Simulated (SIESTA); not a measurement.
GdFeAsO under changes of volume

One of the cells (17.826 Å³/atom); the others are scaled copies at fixed shape and fractional positions:

```
Gd As Fe O
1.0
     3.96970    0.00000    0.00000
     0.00000    3.96970    0.00000
     0.00000    0.00000    9.04946
Gd As Fe O
2 2 2 2
Cartesian
  0.0000 1.9849 3.4131
  1.9849 0.0000 5.6364
  1.9849 0.0000 1.6548
  0.0000 1.9849 7.3946
  1.9849 1.9849 0.0000
  0.0000 0.0000 0.0000
  1.9849 1.9849 4.5247
  0.0000 0.0000 4.5247
```

The cell is a database's computed one.

| Quantity | Value |
| --- | --- |
| Program | SIESTA 5.4.2 |
| Functional | LDA |
| Potentials or basis | PseudoDojo 0.4 standard with PseudoDojo 3+ lanthanides (4f in the core) (PBE and LDA files) |
| Basis | DZP (energy shift 0.003 Ry; two zetas on semicore shells) |
| Grid cutoff | 800 Ry |
| Energy shift | 0.003 Ry |
| k mesh | 5 × 5 × 2 |
| Occupations | fermi-dirac, width 0.05 eV |
| Spin | collinear spin, ferromagnetic start |
| Starting moments | [7.0, 7.0, 0.0, 0.0, 3.0, 3.0, 0.0, 0.0] μB |

```tsv
volume (Å³/atom)	energy over the lowest point (meV/atom)	pressure (GPa)	moment (μB per cell)	largest force (eV/Å)
17.098	0.00	-9.7	5.23	1.321
17.462	24.19	-11.4	5.47	1.363
17.826	51.89	-12.8	5.70	1.406
18.190	82.73	-14.2	5.91	1.437
18.553	?	?	?	?
```

Task: What does the run at 18.553 Å³/atom give?

Result: Energy over the lowest point 116.35 meV/atom; pressure -15.3 GPa; moment 6.12 μB per cell; largest force 1.460 eV/Å.

Worked out: A Birch-Murnaghan fit of order 2 (a polynomial in V^(-2/3)) to the other rows has no minimum within the range. It gives 116.25 meV/atom at 18.553 Å³/atom, against the run's 116.35, and -dE/dV = -15.4 GPa, against -15.3. A straight line through the other rows of the moment, of slope 0.624 μB per Å³/atom, extrapolates to 6.14 μB, against the run's 6.12.

Energies are extrapolated to zero smearing.

Caveats: the potentials were made for another functional, which shifts forces and pressure; short orbitals over semicore shells can move pressures by several GPa; the basis of atomic orbitals isn't converged, which shifts pressures, moduli and gaps; only a ferromagnetic start was run, and an antiferromagnetic order may lie lower in energy.
